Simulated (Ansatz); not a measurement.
# CH6BNSSi: a ladder of functionals and wavefunction methods

Aim: compute CH6BNSSi with functionals from several rungs and with coupled cluster, and see how far each lands from CCSD(T) at the basis-set limit for the atomisation energy.

The runs use Ansatz 0.2.0, Gaussian basis; functionals in def2-TZVPP, the program's frozen cores in correlated methods.

The runs, in order: PBE-D4, r2SCAN-D4, PBE0-D4, B3LYP-D4, ωB97X-V, ωB97M-V, B2PLYP; CCSD(T)/def2-TZVPP; MP2/def2-QZVPP; extrapolation to the limit.

## 1. The geometry

The geometry comes from an earlier relaxation with PBE0-D4 in a triple-zeta def2 set; it is a stationary point, not always the lowest conformer.

SMILES `BSC(=N)[SiH3]`, 11 atoms, charge 0, spin multiplicity 1.

Atoms are counted from 1 here; the program's logs count them from 0.

Bond lengths: B1–S2 1.759 Å, B1–H6 1.191 Å, B1–H7 1.190 Å, S2–C3 1.799 Å, C3–N4 1.264 Å, C3–Si5 1.902 Å, N4–H8 1.024 Å, Si5–H9 1.484 Å, Si5–H10 1.480 Å, Si5–H11 1.484 Å. Angles: S2–B1–H6 115.8°, S2–B1–H7 121.9°, H6–B1–H7 122.4°, B1–S2–C3 107.1°, S2–C3–N4 120.1°, S2–C3–Si5 122.8°, N4–C3–Si5 117.2°, C3–N4–H8 113.2°, C3–Si5–H9 110.1°, C3–Si5–H10 106.0°, C3–Si5–H11 110.1°, H9–Si5–H10 110.6°, H9–Si5–H11 109.4°, H10–Si5–H11 110.6°.

## 2. PBE-D4 (GGA)

File in.yaml:

```yaml
crystal:
  periodic: [false, false, false]
  atoms:
    - {symbol: B, position_ang: [-1.792406, 1.084669, 0.237166]}
    - {symbol: S, position_ang: [-1.273088, -0.305548, 1.182043]}
    - {symbol: C, position_ang: [0.328275, -0.815082, 0.539776]}
    - {symbol: N, position_ang: [0.930615, -1.802651, 1.049920]}
    - {symbol: Si, position_ang: [1.188346, 0.074693, -0.905041]}
    - {symbol: H, position_ang: [-2.846369, 1.550260, 0.537719]}
    - {symbol: H, position_ang: [-1.128453, 1.528298, -0.645553]}
    - {symbol: H, position_ang: [0.414965, -2.235552, 1.821098]}
    - {symbol: H, position_ang: [1.441476, 1.493417, -0.551506]}
    - {symbol: H, position_ang: [2.463746, -0.642127, -1.125150]}
    - {symbol: H, position_ang: [0.338392, 0.012524, -2.119774]}
basis:
  gaussian: {orbitals: def2-TZVPP}
hamiltonian: {xc: pbe, dispersion: d4}
output: {forces: true, orbitals: {seedname: orbitals}}
```

On the command line:

```sh
> ansatz run in.yaml --threads 4 --pin off --events-out ev --progress --plain --max-ram 10444MiB
```

The runs that follow: r2SCAN-D4 (meta-GGA); PBE0-D4 (hybrid); B3LYP-D4 (hybrid); ωB97X-V (range-separated); ωB97M-V (range-separated); B2PLYP (double hybrid); CCSD(T) in def2-TZVPP; MP2 in def2-QZVPP.

Q: Predict the results of all the runs planned. Wanted: atomisation energy, CCSD(T)/CBS; farthest; mean size of error, hybrid; mean size of error, range-separated; gap, smallest and largest; T1 diagnostic; triples share of the correlation energy.

**Answer**, as computed:

| quantity | value |
| --- | --- |
| atomisation energy, CCSD(T)/CBS | 3780.5 kJ/mol |
| functionals within 18.9 kJ/mol (0.5 %) | none; nearest PBE0-D4 (+22.5 kJ/mol) |
| farthest | PBE-D4 (+99.4 kJ/mol) |
| mean size of error, hybrid | 26.4 kJ/mol |
| mean size of error, range-separated | 34.9 kJ/mol |
| gap, smallest and largest | 3.58 eV (PBE-D4), 10.37 eV (ωB97X-V) |
| T1 diagnostic | 0.0154 |
| triples share of the correlation energy | 4.6 % |

In words: PBE-D4 misses by +99.4 kJ/mol. Double hybrids carry the basis error of their MP2 part in triple zeta, and no dispersion term here, so their miss is partly the set-up's. The reference freezes the cores and leaves out relativity and excitations past (T), so misses under about 18.9 kJ/mol can't be ranked. Hartree-Fock recovers 72 % of the binding; the rest is correlation. Orbital gaps span 3.6 to 10.4 eV; exact exchange widens them.
